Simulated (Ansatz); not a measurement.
**Sn3Te in Ansatz: the effect of functional**

The system is Sn3Te.

```
CELL_PARAMETERS angstrom
4.83297 0.00000 0.00000
0.00000 4.83297 0.00000
0.00000 0.00000 4.83297
ATOMIC_POSITIONS crystal
Te 0.00000 0.00000 0.00000
Sn 0.00000 0.50000 0.50000
Sn 0.50000 0.00000 0.50000
Sn 0.50000 0.50000 0.00000
```

The cell comes from a database or a generator and needn't be the stable form of this composition.

The cell isn't the ideal one: volume scaled by 0.98.

Alike in all runs:

- Program: Ansatz 0.2.0
- Task: single point
- Potentials or basis: Ansatz PAW
- k mesh: 6 × 6 × 6
- Occupations: fermi-dirac, width 0.05 eV
- Spin: no spin polarisation

| functional | cutoff | pressure (GPa) |
| --- | --- | --- |
| LDA | 420 eV (not typed: the program's choice for these potentials) | -2.7 |
| r2SCAN | 500 eV (not typed: the program's choice for these potentials) | ? |
| PBE | 420 eV (not typed: the program's choice for these potentials) | 1.3 |

Task: What does the run with functional r2SCAN give?

Result: Pressure 0.6 GPa.

Caveats: the PAW data sets come from PBE, with cores solved anew for the run's functional, which leaves a small shift of forces and pressure (some runs).
